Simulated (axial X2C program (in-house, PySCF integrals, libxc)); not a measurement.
# HZrH: bond lengths and stretches, held linear

An exercise on one series of results from a longer session: the logs are not shown, and one member is left open.

Method: all-electron X2C, two-component (2c) or spin-free, H dyall-v3z, Zr dyall-v3z; program: an in-house X2C program for linear molecules on PySCF integrals.

All values are calculated.

2 further runs of the same task are left out: 2 set aside as unsound or not needed.

The first run:

task.json

```json
{
 "zs": [
  1,
  40,
  1
 ],
 "q": 0,
 "bas": [
  "dyall-v3z",
  "dyall-v3z",
  "dyall-v3z"
 ],
 "r0": [
  1.86,
  1.86
 ],
 "symm": 1,
 "scan": [
  "PBE0",
  "HF",
  "PBE"
 ],
 "levels": [
  "PBE0",
  "HF",
  "B3LYP"
 ],
 "nst": 2
}
```

Keys: zs atomic numbers; q charge; bas basis sets; r0 starting distance in Å; symm equal bonds; scan levels of the two-bond scan (MP2 follows by itself at each HF point); levels methods; nst determinants followed.

The run is started by

```
python solin.py task.json out
```

Masses H 1.008, Zr 89.905, H 1.008 u.

Among the steps run: Scan at PBE0, 2c; Scan at HF, 2c; Scan at PBE, 2c.

One of the session's tables, all rows but one given; the rest of the session is left out.

| level | r(H–Zr) (Å) | r(Zr–H) (Å) | lower stretch (cm⁻¹) | upper stretch (cm⁻¹) |
| --- | --- | --- | --- | --- |
| PBE0, 2c | 1.962 | 1.962 | 1389.5 | 1561.6 |
| HF, 2c | 1.985 | 1.985 | 1408.0 | 1576.7 |
| PBE, 2c | 1.968 | 1.968 | 1357.5 | 1531.2 |
| MP2, 2c | ? | ? | ? | ? |
| PBE0, spin-free | 1.962 | 1.962 | 1391.1 | 1562.8 |
| HF, spin-free | 1.985 | 1.985 | 1409.7 | 1578.1 |
| PBE, spin-free | 1.967 | 1.967 | 1359.1 | 1532.3 |
| MP2, spin-free | 1.949 | 1.949 | 1452.5 | 1620.7 |

**Question.** Estimate the row for MP2, 2c.

**Answer.** r(H–Zr) (Å): 1.949; r(Zr–H) (Å): 1.949; lower stretch (cm⁻¹): 1450.9; upper stretch (cm⁻¹): 1619.3.

Scans not shown above were run alike.

Limits of these values: The molecule was held linear; bending was not examined, so a bent shape may lie lower. Note: functional without a current term on a determinant with orbital currents, of the molecule or an atom.
